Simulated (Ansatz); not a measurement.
Runs of Ansatz 0.2.0 on NbTe. It takes space group P-6m2 (No. 187, hexagonal). Conventional cell: a = 3.703 Å, b = 3.703 Å, c = 3.694 Å, α = 90.00°, β = 90.00°, γ = 120.00°. Te (site symmetry -6m2) has 6 Nb at 2.83 Å as nearest neighbours. Nb (site symmetry -6m2) has 6 Te at 2.83 Å as nearest neighbours. The cell comes from a database or a generator and needn't be the stable form of this composition.

```csv
task,level,U,cell,k mesh,smearing,hubbard projectors,double counting,mesh quality,gap on the mesh (eV),pressure (GPa),relaxed volume (Å³/atom)
projected density of states,PBEsol+U,Nb d U = 3 eV,as given,8 × 8 × 7,fermi-dirac 0.05 eV,ortho-atomic (the default),fll (the default),not flagged,none,-4.7,-
single point,PBE0,-,as given,6 × 6 × 6,fermi-dirac 0.05 eV,-,-,not flagged,none,-,-
projected density of states,PBEsol+U,Nb d U = 1 eV,as given,8 × 8 × 7,fermi-dirac 0.05 eV,ortho-atomic (the default),fll (the default),not flagged,none,-5.1,-
projected density of states,PBEsol+U,Nb d U = 8 eV,as given,8 × 8 × 7,fermi-dirac 0.05 eV,ortho-atomic (the default),fll (the default),not flagged,none,8.4,-
relaxation of cell and atoms,LDA,-,relaxed,8 × 8 × 7,fermi-dirac 0.05 eV,-,-,not flagged,none,0.0,(b)
single point,PBE,-,as given,8 × 8 × 7,gaussian 0.017 eV,-,-,not flagged,none,-0.6,-
relaxation of cell and atoms,PBE+D4,-,relaxed,8 × 8 × 7,fermi-dirac 0.05 eV,-,-,not flagged,none,0.0,(a)
relaxation of cell and atoms,B3LYP,-,relaxed,4 × 4 × 4,fermi-dirac 0.05 eV,-,-,coarse,none,-,22.35
```

Alike in all rows: potentials or basis Ansatz PAW; no spin polarisation; cutoff (eV) 420.

Task: Estimate the missing entries.

Result: (a) 21.18; (b) 20.59.

Caveats: some runs use coarse meshes; the PAW data sets come from PBE, with cores solved anew for the run's functional, which leaves a small shift of forces and pressure (some runs); U without spin polarisation on a metal has little footing (some runs); the U is typed as a test and isn't derived for this compound (some runs); the density of states is complete only up to the lowest level of the last band computed (some runs); the plane-wave basis is chosen anew once the cell has moved, so the energies of steps on either side of that aren't comparable (some runs); pairwise dispersion overbinds metals, which lowers pressure and volume (some runs); the potentials were made for another functional, which shifts forces and pressure (some runs).

A k mesh can miss the band edges, and the runs leave out spin-orbit coupling on Nb, Te.

A gap of «none» marks a metal or a gap under the smearing width.

Not every run made on this cell is shown here.
